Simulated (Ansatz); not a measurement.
# ClGaH3In: single points with varied inputs

How do the results and run time of ClGaH3In respond when the settings are drawn wide?

Method: the settings change from run to run; program: Ansatz 0.2.0, Gaussian basis.

## 1. The relaxed structure

The geometry comes from an earlier relaxation with PBE0-D4 in a triple-zeta def2 set; it is a stationary point. In takes a core potential in def2 sets; no spin-orbit term is included.

6 atoms, charge 0, spin multiplicity 1.

Atoms are counted from 1 here; the program's logs count them from 0.

Bond lengths: Cl1–In2 2.536 Å, Cl1–Ga3 2.582 Å, In2–Ga3 2.826 Å, In2–H4 1.690 Å, In2–H5 1.814 Å, In2–H6 1.813 Å. Angles: In2–Cl1–Ga3 67.0°, Cl1–In2–Ga3 57.3°, Cl1–In2–H4 115.2°, Cl1–In2–H5 86.3°, Cl1–In2–H6 86.3°, Ga3–In2–H4 172.5°, Ga3–In2–H5 50.5°, Ga3–In2–H6 50.6°, H4–In2–H5 132.3°, H4–In2–H6 132.4°, H5–In2–H6 88.4°, Cl1–Ga3–In2 55.7°.

## 2. BHLYP/STO-3G

Options: finite nuclei, D3(BJ) dispersion.

Contents of in.yaml:

```yaml
crystal:
  periodic: [false, false, false]
  atoms:
    - {symbol: Cl, position_ang: [-1.869306, 0.072080, 0.742374]}
    - {symbol: In, position_ang: [0.256678, -0.686978, -0.413444]}
    - {symbol: Ga, position_ang: [0.014590, 1.834830, 0.838533]}
    - {symbol: H, position_ang: [0.191608, -2.229465, -1.100002]}
    - {symbol: H, position_ang: [0.312131, 0.972875, -1.142375]}
    - {symbol: H, position_ang: [1.136201, -0.027343, 1.028714]}
basis:
  gaussian: {orbitals: STO-3G, nuclear_model: gaussian}
hamiltonian: {xc: {name: BHLYP}, dispersion: d3bj}
```

Started as:

```sh
ansatz run in.yaml --threads 2 --pin off --events-out ev --progress --plain --max-ram 4352MiB
```

Log:

```text
Functional definition: BHLYP
  name "BHLYP"
  cite "Becke, J. Chem. Phys. 98, 1372 (1993) doi:10.1063/1.464304"
  cite "Becke, Phys. Rev. A 38, 3098 (1988) doi:10.1103/PhysRevA.38.3098"
  cite "Lee, Yang & Parr, Phys. Rev. B 37, 785 (1988) doi:10.1103/PhysRevB.37.785"
  parameter a = 0.5
  exchange = (1 - a)*b88_x + a*exact_x
  correlation = lyp_c
680 factors; integrals over basis functions are off by at most 5.2e-5 eV
mean field evaluation 1: about -218243.9655 eV, gradient 3.2e2 eV
mean field evaluation 2: about -218521.6776 eV, gradient 1.8e2 eV
mean field evaluation 4: about -218880.0698 eV, gradient 4.4e1 eV
mean field evaluation 8: about -218880.0715 eV, gradient 4.4e1 eV
mean field evaluation 16: about -218894.5587 eV, gradient 2.2e0 eV
mean field evaluation 32: about -218894.6273 eV, gradient 1.4e-2 eV
mean field evaluation 64: about -218894.6273 eV, gradient 1.1e-2 eV
mean field -218894.62735421 eV, -8044.2291831600 hartree, gradient 7.2e-6 eV, S^2 0.000000; 6 other end points of the search recorded, 0 dependent functions left out
reference -218894.62748412 eV, -8044.2291879340 hartree; 50, 50 occupied and 7, 7 virtual orbitals, 680 factors
Total energy: -218894.93232906 eV, -8044.2403907787 hartree
```

Wall time 9 s (2 threads of Arm Neoverse V2, shared host).

## 3. revPBE/def2-mTZVPP

This run has charge -1, multiplicity 2, restricted open-shell orbitals, D3(BJ) dispersion.

in.yaml, as its differences from that of step 2:

```diff
@@ -10,3 +10,6 @@
 basis:
-  gaussian: {orbitals: STO-3G, nuclear_model: gaussian}
-hamiltonian: {xc: {name: BHLYP}, dispersion: d3bj}
+  gaussian: {orbitals: def2-mTZVPP}
+total_charge: -1
+magnetization: {spin_polarized: false, initial_magnetization: 1}
+hamiltonian: {xc: {name: revPBE}, dispersion: d3bj}
+output: {forces: true}
```

Same command.

Log (excerpt; [...] marks lines left out):

```text
Functional definition: revPBE
  name "revPBE"
  cite "Zhang & Yang, Phys. Rev. Lett. 80, 890 (1998) doi:10.1103/PhysRevLett.80.890"
  cite "Perdew, Burke & Ernzerhof, Phys. Rev. Lett. 77, 3865 (1996) doi:10.1103/PhysRevLett.77.3865"
[...]
1175 factors; their error is unknown
[...]
mean field -70119.61111120 eV, -2576.8481795572 hartree, gradient 2.0e-6 eV, S^2 0.750000; 12 other end points of the search recorded, 0 dependent functions left out
[...]
reference -70119.61117225 eV, -2576.8481818006 hartree; 37, 36 occupied and 77, 78 virtual orbitals, 1175 factors
Total energy: -70119.94150074 eV, -2576.8603211490 hartree
Atom 0 at    -1.869306     0.072080     0.742374 Å, force    -0.743049    -0.268422     0.158881 eV/Å
Atom 1 at     0.256678    -0.686978    -0.413444 Å, force     0.459718    -0.453001    -0.375262 eV/Å
Atom 2 at     0.014590     1.834830     0.838533 Å, force     0.237419     1.221569     0.468884 eV/Å
Atom 3 at     0.191608    -2.229465    -1.100002 Å, force    -0.063965    -0.414095    -0.170391 eV/Å
Atom 4 at     0.312131     0.972875    -1.142375 Å, force    -0.025284     0.055374    -0.252532 eV/Å
Atom 5 at     1.136201    -0.027343     1.028714 Å, force     0.135161    -0.141425     0.170421 eV/Å
Dipole moment:     0.197961    -0.294378    -0.210512 e Å
```

Wall time 20 s (2 threads of Arm Neoverse V2, shared host); peak memory 0.3 GiB.

Largest force 1.330 eV/Å.

## 4. HSE06/ANO-RCC-VTZP

This run has D3(BJ) dispersion.

in.yaml, as its differences from that of step 3:

```diff
@@ -10,6 +10,4 @@
 basis:
-  gaussian: {orbitals: def2-mTZVPP}
-total_charge: -1
-magnetization: {spin_polarized: false, initial_magnetization: 1}
-hamiltonian: {xc: {name: revPBE}, dispersion: d3bj}
+  gaussian: {orbitals: ANO-RCC-VTZP}
+hamiltonian: {xc: {name: HSE06}, dispersion: d3bj}
 output: {forces: true}
```

Same command.

Log (excerpt; [...] marks lines left out):

```text
Functional definition: HSE06
  name "HSE06"
  cite "Heyd, Scuseria & Ernzerhof, J. Chem. Phys. 118, 8207 (2003) doi:10.1063/1.1564060"
  cite "Krukau, Vydrov, Izmaylov & Scuseria, J. Chem. Phys. 125, 224106 (2006) doi:10.1063/1.2404663"
  cite "Heyd & Scuseria, J. Chem. Phys. 120, 7274 (2004) doi:10.1063/1.1668634"
  cite "Ernzerhof & Perdew, J. Chem. Phys. 109, 3313 (1998) doi:10.1063/1.476928"
  cite "Perdew, Burke & Ernzerhof, Phys. Rev. Lett. 77, 3865 (1996) doi:10.1103/PhysRevLett.77.3865"
  parent pbe
[...]
  # The whole range is PBE's own exchange, as in plane waves. The composition of these papers is wPBEh.
[...]
1311 factors; integrals over basis functions are off by at most 8.3e-4 eV
92 factors; integrals over basis functions are off by at most 5.7e-6 eV
[...]
mean field -225515.80697510 eV, -8287.5530462309 hartree, gradient 5.6e-5 eV, S^2 0.000000; 0 other end points of the search recorded, 0 dependent functions left out
[...]
reference -225515.80704704 eV, -8287.5530488743 hartree; 50, 50 occupied and 137, 137 virtual orbitals, 1311 factors
Total energy: -225515.93666970 eV, -8287.5578124194 hartree
Relativity: scalar
Atom 0 at    -1.869306     0.072080     0.742374 Å, force    -0.071717    -0.021580     0.017260 eV/Å
Atom 1 at     0.256678    -0.686978    -0.413444 Å, force     0.036279    -0.024240    -0.025110 eV/Å
Atom 2 at     0.014590     1.834830     0.838533 Å, force     0.030517     0.064591     0.018344 eV/Å
Atom 3 at     0.191608    -2.229465    -1.100002 Å, force     0.001821    -0.003410    -0.002129 eV/Å
Atom 4 at     0.312131     0.972875    -1.142375 Å, force    -0.000538    -0.005176    -0.009777 eV/Å
Atom 5 at     1.136201    -0.027343     1.028714 Å, force     0.003639    -0.010186     0.001413 eV/Å
Dipole moment:     0.405342     0.125923    -0.096030 e Å
```

It took 28 s on 2 threads of Arm Neoverse V2, shared host; peak memory 0.67 GiB.

Largest force 0.077 eV/Å, dipole 2.09 D.

## 5. HSE06/def2-TZVP

Options: multiplicity 3, the search for lower states set to light.

in.yaml, as its differences from that of step 4:

```diff
@@ -10,4 +10,5 @@
 basis:
-  gaussian: {orbitals: ANO-RCC-VTZP}
-hamiltonian: {xc: {name: HSE06}, dispersion: d3bj}
-output: {forces: true}
+  gaussian: {orbitals: def2-TZVP}
+magnetization: {spin_polarized: true, initial_magnetization: 2}
+hamiltonian: {xc: {name: HSE06}}
+scf: {lower_state_search: light}
```

The command is unchanged.

Log (excerpt; [...] marks lines left out):

```text
Functional definition: HSE06
  name "HSE06"
  cite "Heyd, Scuseria & Ernzerhof, J. Chem. Phys. 118, 8207 (2003) doi:10.1063/1.1564060"
  cite "Krukau, Vydrov, Izmaylov & Scuseria, J. Chem. Phys. 125, 224106 (2006) doi:10.1063/1.2404663"
  cite "Heyd & Scuseria, J. Chem. Phys. 120, 7274 (2004) doi:10.1063/1.1668634"
  cite "Ernzerhof & Perdew, J. Chem. Phys. 109, 3313 (1998) doi:10.1063/1.476928"
  cite "Perdew, Burke & Ernzerhof, Phys. Rev. Lett. 77, 3865 (1996) doi:10.1103/PhysRevLett.77.3865"
  parent pbe
[...]
  # The whole range is PBE's own exchange, as in plane waves. The composition of these papers is wPBEh.
[...]
1294 factors; their error is unknown
77 factors; integrals over basis functions are off by at most 4.7e-7 eV
[...]
mean field -70109.62828144 eV, -2576.4813173302 hartree, gradient 7.7e-6 eV, S^2 2.004663; 7 other end points of the search recorded, 0 dependent functions left out
reference -70109.62833845 eV, -2576.4813194250 hartree; 37, 35 occupied and 116, 118 virtual orbitals, 1294 factors
Total energy: -70109.62833845 eV, -2576.4813194250 hartree
```

It took 26 s on 2 threads of Arm Neoverse V2, shared host; peak memory 0.69 GiB.

⟨S²⟩ 2.005.

## 6. revPBE/def2-SVPD

Set apart from the defaults: charge -1, multiplicity 2, coordinates scaled by 1.25, D3(BJ) with three-body dispersion.

Contents of in.yaml:

```yaml
crystal:
  periodic: [false, false, false]
  atoms:
    - {symbol: Cl, position_ang: [-2.336633, 0.090100, 0.927967]}
    - {symbol: In, position_ang: [0.320847, -0.858722, -0.516805]}
    - {symbol: Ga, position_ang: [0.018237, 2.293537, 1.048166]}
    - {symbol: H, position_ang: [0.239510, -2.786832, -1.375002]}
    - {symbol: H, position_ang: [0.390164, 1.216094, -1.427969]}
    - {symbol: H, position_ang: [1.420251, -0.034179, 1.285893]}
basis:
  gaussian: {orbitals: def2-SVPD}
total_charge: -1
magnetization: {spin_polarized: true, initial_magnetization: 1}
hamiltonian: {xc: {name: revPBE}, dispersion: d3bjatm}
```

The command is unchanged.

Log:

```text
Functional definition: revPBE
  name "revPBE"
  cite "Zhang & Yang, Phys. Rev. Lett. 80, 890 (1998) doi:10.1103/PhysRevLett.80.890"
  cite "Perdew, Burke & Ernzerhof, Phys. Rev. Lett. 77, 3865 (1996) doi:10.1103/PhysRevLett.77.3865"
  parameter kappa = 1.245
  parameter beta = 0.06672455060314922
  exchange = pbe_x(kappa = kappa, mu = beta*pi^2/3)
  correlation = pbe_c(beta = beta)
1236 factors; their error is unknown
mean field evaluation 1: about -70104.5714 eV, gradient 2.4e1 eV
mean field evaluation 2: about -70072.0784 eV, gradient 6.0e1 eV
mean field evaluation 4: about -70106.8164 eV, gradient 1.1e1 eV
mean field evaluation 8: about -70108.2388 eV, gradient 1.7e-1 eV
mean field evaluation 16: about -70108.2093 eV, gradient 1.3e-3 eV
mean field evaluation 32: about -70107.7821 eV, gradient 1.2e0 eV
mean field -70108.20934003 eV, -2576.4291721952 hartree, gradient 6.9e-5 eV, S^2 0.756234; 5 other end points of the search recorded, 0 dependent functions left out
reference -70108.20941580 eV, -2576.4291749796 hartree; 37, 36 occupied and 84, 85 virtual orbitals, 1236 factors
Total energy: -70108.63904588 eV, -2576.4449635937 hartree
```

Run time: 6.5 s. Hardware: 2 threads of Arm Neoverse V2, shared host.

⟨S²⟩ 0.756.

## 7. wB97/def2-TZVPP

Set apart from the defaults: atoms shaken by 0.08 Å, the search for lower states set to full.

Contents of in.yaml:

```yaml
crystal:
  periodic: [false, false, false]
  atoms:
    - {symbol: Cl, position_ang: [-1.963103, 0.247851, 0.950376]}
    - {symbol: In, position_ang: [0.160271, -0.707327, -0.451518]}
    - {symbol: Ga, position_ang: [0.030526, 1.827484, 0.796029]}
    - {symbol: H, position_ang: [0.191537, -2.174067, -1.140555]}
    - {symbol: H, position_ang: [0.310356, 0.979585, -1.226369]}
    - {symbol: H, position_ang: [1.244055, -0.001528, 1.057736]}
basis:
  gaussian: {orbitals: def2-TZVPP}
hamiltonian: {xc: {name: wB97}}
scf: {lower_state_search: full}
output: {forces: true}
```

Launched as before.

Log (excerpt; [...] marks lines left out):

```text
Functional definition: wB97
  name "wB97"
  cite "Chai & Head-Gordon, J. Chem. Phys. 128, 084106 (2008) doi:10.1063/1.2834918"
  cite "Becke, J. Chem. Phys. 107, 8554 (1997) doi:10.1063/1.475007"
[...]
  # The coefficients of nought are those of the uniform gas.
[...]
      + integral(e_c_pw_opposite_spin*poly(b97_u_opposite, 1, cos1, cos2, cos3, cos4))
1227 factors; their error is unknown
374 factors; integrals over basis functions are off by at most 2.6e-5 eV
[...]
mean field -70129.42358652 eV, -2577.2087813739 hartree, gradient 3.6e-5 eV, S^2 0.000000; 0 other end points of the search recorded, 0 dependent functions left out
[...]
reference -70129.42357481 eV, -2577.2087809435 hartree; 36, 36 occupied and 146, 146 virtual orbitals, 1227 factors
Total energy: -70129.42357481 eV, -2577.2087809435 hartree
Atom 0 at    -1.963103     0.247851     0.950376 Å, force     0.755518    -0.387452    -0.563871 eV/Å
Atom 1 at     0.160271    -0.707327    -0.451518 Å, force     0.472822     1.992185     1.185199 eV/Å
Atom 2 at     0.030526     1.827484     0.796029 Å, force     0.104222     0.384850     0.262189 eV/Å
Atom 3 at     0.191537    -2.174067    -1.140555 Å, force    -0.190176    -0.912964    -0.290814 eV/Å
Atom 4 at     0.310356     0.979585    -1.226369 Å, force    -0.274571    -0.655126     0.309119 eV/Å
Atom 5 at     1.244055    -0.001528     1.057736 Å, force    -0.867816    -0.421494    -0.901822 eV/Å
Dipole moment:     0.380569    -0.080947    -0.259029 e Å
```

Run time: 10 s. Hardware: 2 threads of Arm Neoverse V2, shared host; peak memory 0.38 GiB.

Largest force 2.366 eV/Å, dipole 2.25 D.

## 8. RPBE/def2-TZVP

This run has coordinates scaled by 0.92, D3(BJ) dispersion.

Contents of in.yaml:

```yaml
crystal:
  periodic: [false, false, false]
  atoms:
    - {symbol: Cl, position_ang: [-1.719762, 0.066314, 0.682984]}
    - {symbol: In, position_ang: [0.236143, -0.632020, -0.380369]}
    - {symbol: Ga, position_ang: [0.013422, 1.688043, 0.771450]}
    - {symbol: H, position_ang: [0.176279, -2.051108, -1.012002]}
    - {symbol: H, position_ang: [0.287161, 0.895045, -1.050985]}
    - {symbol: H, position_ang: [1.045305, -0.025155, 0.946417]}
basis:
  gaussian: {orbitals: def2-TZVP}
hamiltonian: {xc: {name: RPBE}, dispersion: d3bj}
```

Launched as before.

Log:

```text
Functional definition: RPBE
  name "RPBE"
  cite "Hammer, Hansen & Nørskov, Phys. Rev. B 59, 7413 (1999) doi:10.1103/PhysRevB.59.7413"
  cite "Perdew, Burke & Ernzerhof, Phys. Rev. Lett. 77, 3865 (1996) doi:10.1103/PhysRevLett.77.3865"
  parameter kappa = 0.804
  parameter beta = 0.06672455060314922
  exchange = rpbe_x(kappa = kappa, mu = beta*pi^2/3)
  correlation = pbe_c(beta = beta)
1144 factors; their error is unknown
mean field evaluation 1: about -70119.7459 eV, gradient 3.6e1 eV
mean field evaluation 2: about -70119.1328 eV, gradient 4.6e1 eV
mean field evaluation 4: about -70122.1958 eV, gradient 2.1e0 eV
mean field evaluation 8: about -70122.2056 eV, gradient 3.2e-2 eV
mean field evaluation 16: about -70122.1891 eV, gradient 4.5e-5 eV
mean field -70122.18911230 eV, -2576.9429193502 hartree, gradient 4.5e-5 eV, S^2 0.000000; 0 other end points of the search recorded, 0 dependent functions left out
reference -70122.18916279 eV, -2576.9429212056 hartree; 36, 36 occupied and 117, 117 virtual orbitals, 1144 factors
Total energy: -70123.76749315 eV, -2577.0009237763 hartree
```

It took 2.5 s on 2 threads of Arm Neoverse V2, shared host.

## 9. MP2/def2-SVP

Options: correlated electrons set to all.

Contents of in.yaml:

```yaml
crystal:
  periodic: [false, false, false]
  atoms:
    - {symbol: Cl, position_ang: [-1.869306, 0.072080, 0.742374]}
    - {symbol: In, position_ang: [0.256678, -0.686978, -0.413444]}
    - {symbol: Ga, position_ang: [0.014590, 1.834830, 0.838533]}
    - {symbol: H, position_ang: [0.191608, -2.229465, -1.100002]}
    - {symbol: H, position_ang: [0.312131, 0.972875, -1.142375]}
    - {symbol: H, position_ang: [1.136201, -0.027343, 1.028714]}
basis:
  gaussian: {orbitals: def2-SVP}
hamiltonian: {xc: {name: HF}}
correlation: {method: mp2, electrons: all}
output: {forces: true}
```

Launched as before.

Log (excerpt; [...] marks lines left out):

```text
Functional definition: HF
  name "HF"
  cite "Fock, Z. Phys. 61, 126 (1930) doi:10.1007/BF01340294"
  parent pbe
[...]
969 factors; integrals over basis functions are off by at most 7.3e-4 eV
[...]
mean field -70023.86215037 eV, -2573.3294701477 hartree, gradient 8.8e-6 eV, S^2 0.000000; 0 other end points of the search recorded, 0 dependent functions left out
reference -70023.86215037 eV, -2573.3294701477 hartree; 36, 36 occupied and 55, 55 virtual orbitals, 969 factors
second order -13.63032139 eV of doubles, -0.00000000 eV of singles
[...]
Total energy: -70037.49247176 eV, -2573.8303752197 hartree
Atom 0 at    -1.869306     0.072080     0.742374 Å, force    -0.020313     0.079309     0.044154 eV/Å
Atom 1 at     0.256678    -0.686978    -0.413444 Å, force    -0.005545    -0.046656    -0.019380 eV/Å
Atom 2 at     0.014590     1.834830     0.838533 Å, force    -0.082462     0.011228     0.036193 eV/Å
Atom 3 at     0.191608    -2.229465    -1.100002 Å, force     0.023549    -0.057314    -0.035248 eV/Å
Atom 4 at     0.312131     0.972875    -1.142375 Å, force     0.047080     0.001098    -0.000132 eV/Å
Atom 5 at     1.136201    -0.027343     1.028714 Å, force     0.037690     0.012334    -0.025587 eV/Å
Dipole moment:     0.341433     0.054753    -0.104584 e Å
```

Wall time 3.1 s (2 threads of Arm Neoverse V2, shared host).

Largest force 0.093 eV/Å, dipole 1.74 D.

## 10. r2SCANh/STO-3G

Set apart from the defaults: multiplicity 3, atoms shaken by 0.03 Å.

Contents of in.yaml:

```yaml
crystal:
  periodic: [false, false, false]
  atoms:
    - {symbol: Cl, position_ang: [-1.906234, 0.103376, 0.749868]}
    - {symbol: In, position_ang: [0.267137, -0.674950, -0.429369]}
    - {symbol: Ga, position_ang: [0.065592, 1.846603, 0.868329]}
    - {symbol: H, position_ang: [0.226253, -2.275286, -1.120756]}
    - {symbol: H, position_ang: [0.299416, 0.967141, -1.155354]}
    - {symbol: H, position_ang: [1.110672, 0.045924, 1.050230]}
basis:
  gaussian: {orbitals: STO-3G}
magnetization: {spin_polarized: true, initial_magnetization: 2}
hamiltonian: {xc: {name: r2SCANh}}
output: {forces: true}
```

The command is unchanged.

Log (excerpt; [...] marks lines left out):

```text
Functional definition: r2SCANh
  name "r2SCANh"
  cite "Bursch, Neugebauer, Ehlert & Grimme, J. Chem. Phys. 156, 134105 (2022) doi:10.1063/5.0086040"
  cite "Furness, Kaplan, Ning, Perdew & Sun, J. Phys. Chem. Lett. 11, 8208 (2020) doi:10.1021/acs.jpclett.0c02405"
  cite "Furness, Kaplan, Ning, Perdew & Sun, J. Phys. Chem. Lett. 11, 9248 (2020) doi:10.1021/acs.jpclett.0c03077"
  parent r2scan
[...]
680 factors; integrals over basis functions are off by at most 5.2e-5 eV
[...]
mean field -218898.26854937 eV, -8044.3629946139 hartree, gradient 7.8e-6 eV, S^2 2.002952; 7 other end points of the search recorded, 0 dependent functions left out
[...]
reference -218898.26855558 eV, -8044.3629948421 hartree; 51, 49 occupied and 6, 8 virtual orbitals, 680 factors
Total energy: -218898.26855558 eV, -8044.3629948421 hartree
Atom 0 at    -1.906234     0.103376     0.749868 Å, force     1.636622     0.528455    -0.426012 eV/Å
Atom 1 at     0.267137    -0.674950    -0.429369 Å, force    -0.454737     0.612289    -0.188504 eV/Å
Atom 2 at     0.065592     1.846603     0.868329 Å, force    -0.660440    -1.360307     0.308579 eV/Å
Atom 3 at     0.226253    -2.275286    -1.120756 Å, force     0.202159     2.306717     1.161964 eV/Å
Atom 4 at     0.299416     0.967141    -1.155354 Å, force    -0.040460    -1.793918     0.175474 eV/Å
Atom 5 at     1.110672     0.045924     1.050230 Å, force    -0.683144    -0.293236    -1.031500 eV/Å
Dipole moment:     0.440203    -0.389070    -0.281691 e Å
```

It took 46 s on 2 threads of Arm Neoverse V2, shared host; peak memory 0.32 GiB.

Largest force 2.591 eV/Å, dipole 3.13 D, ⟨S²⟩ 2.003.

## 11. All runs side by side

```csv
level,charge,multiplicity,geometry,functions,energy (eV),time
BHLYP/STO-3G,0,1,relaxed,57,-218894.932,9 s
revPBE/def2-mTZVPP,-1,2,relaxed,114,-70119.942,20 s
HSE06/ANO-RCC-VTZP,0,1,relaxed,187,-225515.937,28 s
HSE06/def2-TZVP,0,3,relaxed,153,-70109.628,26 s
revPBE/def2-SVPD,-1,2,scaled,121,-70108.639,6.5 s
wB97/def2-TZVPP,0,1,shaken,182,-70129.424,10 s
RPBE/def2-TZVP,0,1,scaled,153,-70123.767,2.5 s
MP2/def2-SVP,0,1,relaxed,91,-70037.492,3.1 s
r2SCANh/STO-3G,0,3,shaken,57,-218898.269,46 s
```

## 12. Results

```
                                         quantity                  value
                                             runs                      9
                                         quickest  RPBE/def2-TZVP, 2.5 s
                                          slowest   r2SCANh/STO-3G, 46 s
spread of total energies, same state and geometry            155478.4 eV
                  dipole, same state and geometry         1.74 to 2.09 D
```

What this shows: r2SCANh/STO-3G took 18 times as long as RPBE/def2-TZVP. The jobs differ in tasks and options as well as level. The totals spread over 155478 eV; they can't be compared across methods or bases. Some of these runs are scalar-relativistic and others not, which shifts the totals of all-electron atoms past neon by eV; core potentials, where a basis has them, take the core out of the total altogether. At the PBE0-D4/def2-TZVP geometry and in the same state, runs without warnings or point charges leave forces up to 0.09 eV/Å (MP2/def2-SVP), against 2.4 eV/Å where the atoms were moved.
